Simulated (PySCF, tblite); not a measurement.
# C5H10N3PSi: geometry, infrared bands and NMR shifts

What infrared bands and NMR shifts should C5H10N3PSi (`C=N[Si@@](N)(P)n1cccc1`) show?

Programs: tblite 0.8.0 and PySCF 2.14.0, with density-fitted response routines of our own. Each step states its level of theory. These are calculated values for one molecule in the gas phase, unless marked as measured. Atoms count from 0, in the outputs and in this text.

## Step 1: The molecule as given

20 atoms, charge 0, multiplicity 1; geometry from: force field or distance geometry start.

Bonds of the start (Å): C0–N1 1.28, N1–Si2 1.75, Si2–N3 1.69, Si2–P4 2.19, Si2–N5 1.75, N5–C6 1.38, C6–C7 1.38, C7–C8 1.42, C8–C9 1.39, C9–N5 1.37, C0–H10 1.11, C0–H11 1.10, N3–H12 1.03, N3–H13 1.01, P4–H14 1.42, P4–H15 1.41, C6–H16 1.09, C7–H17 1.07, C8–H18 1.07, C9–H19 1.08.

## Step 2: Optimising the geometry with GFN2-xTB

Job settings and geometry (Å):

```
{"job": {"kind": "relax", "xc": "GFN2-xTB", "basis": "xTB"}, "charge": 0, "multiplicity": 1}
C     -1.735000     1.271900    -1.492800
N     -1.968700     0.139500    -0.942900
Si    -0.945400    -0.294200     0.403800
N     -1.559400     0.728100     1.607400
P     -1.475900    -2.322300     1.034400
N      0.753300    -0.060700     0.075500
C      1.620500     0.690500     0.835500
C      2.872500     0.623000     0.255600
C      2.751400    -0.194300    -0.903400
C      1.425600    -0.595600    -0.987700
H     -2.370800     1.576900    -2.350500
H     -0.972500     1.998900    -1.181500
H     -1.353700     0.293200     2.523200
H     -2.567100     0.690800     1.525900
H     -2.859200    -2.226000     0.742100
H     -1.151100    -2.961100    -0.177100
H      1.294600     1.215000     1.733400
H      3.762400     1.097000     0.615300
H      3.533700    -0.446900    -1.594700
H      0.939700    -1.213000    -1.724500
```

The run is started by

```bash
> OMP_NUM_THREADS=1 python probes_run.py task.json out
```

This one command runs all jobs of the session in turn.

**Question.** This job is followed by: GFN2-xTB harmonic vibrations, gas phase; GIAO PBE0/pcSseg-1 NMR shielding, non-relativistic, gas phase. Predict these results of the whole session: strongest single infrared mode (GFN2-xTB); zero-point energy (GFN2-xTB); ¹³C shifts against TMS (PBE0/pcSseg-1, means over atoms taken as alike); ¹H shifts against TMS (PBE0/pcSseg-1, means over atoms taken as alike); ¹⁵N shifts against NH3 (PBE0/pcSseg-1); ²⁹Si shifts against TMS (PBE0/pcSseg-1); ³¹P shifts against H3PO4 (PBE0/pcSseg-1).

**Answer**, as computed:

| quantity | value |
| --- | --- |
| strongest single infrared mode (GFN2-xTB) | 563 cm⁻¹, 372 km/mol |
| zero-point energy (GFN2-xTB) | 90.5 kcal/mol |
| ¹³C shifts against TMS (PBE0/pcSseg-1, means over atoms taken as alike) | 174.7, 125.6, 116.9 ppm |
| ¹H shifts against TMS (PBE0/pcSseg-1, means over atoms taken as alike) | 8.55, 8.36, 6.78, 6.58, 1.37, 0.91 ppm |
| ¹⁵N shifts against NH3 (PBE0/pcSseg-1) | 424.7, 189.9, 30.7 ppm |
| ²⁹Si shifts against TMS (PBE0/pcSseg-1) | -17.0 ppm |
| ³¹P shifts against H3PO4 (PBE0/pcSseg-1) | -282.1 ppm |

In words: Relaxing lowered the energy by 0.674 eV in 214 steps; the close pair that moved most is Si2–P4, from 2.189 to 2.252 Å. All 54 modes are real, so the xTB geometry is a minimum. The strongest single mode, at 563 cm⁻¹, is spread over many atoms; the largest shares are those of Si2. Unscaled tight-binding wavenumbers are off by several per cent, some by more. Its intensities can rank the bands wrongly. At PBE0/pcSseg-1: The widest tensor belongs to N1: span 780 ppm, with a paramagnetic part of -491 ppm. NICS(1)zz of -30 ppm above the planar ring from N5 marks a diatropic (aromatic) ring current.
